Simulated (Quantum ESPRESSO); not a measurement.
**Cu: equation of state with LDA**

The system is Cu.

```
CELL_PARAMETERS angstrom
0.00000 1.80750 1.80750
1.80750 0.00000 1.80750
1.80750 1.80750 0.00000
ATOMIC_POSITIONS crystal
Cu 0.00000 0.00000 0.00000
```

| Property | Result |
| --- | --- |
| Program | Quantum ESPRESSO 7.5 |
| Task | equation of state |
| Functional | LDA |
| Potentials or basis | GBRV 1.5 LDA |
| Cutoff | 762 eV |
| Density cutoff | 6095 eV |
| k mesh | 13 × 13 × 13 |
| Occupations | fermi-dirac, width 0.05 eV |
| Spin | no spin polarisation |
| Form of the LDA correlation | PZ81 |
| Mixing beta | 0.5 |
| Most SCF iterations | 120 |
| SCF threshold | 2e-10 Ry |

```yaml
Equilibrium_volume: "10.92 Å³/atom (rough: see the caveat)"
Bulk_modulus: 186 GPa (rough)
```

Energy against volume, from the lowest point:
```tsv
volume (Å³/atom)	energy (meV/atom)
11.102	0.00
11.338	6.83
11.574	18.41
11.810	34.24
12.047	53.75
12.283	76.52
12.519	102.20
```

All runs of the series together: 67 s on 2 threads of Arm Neoverse V2, with other jobs on the host.

Caveat: the minimum lies outside the volumes run.
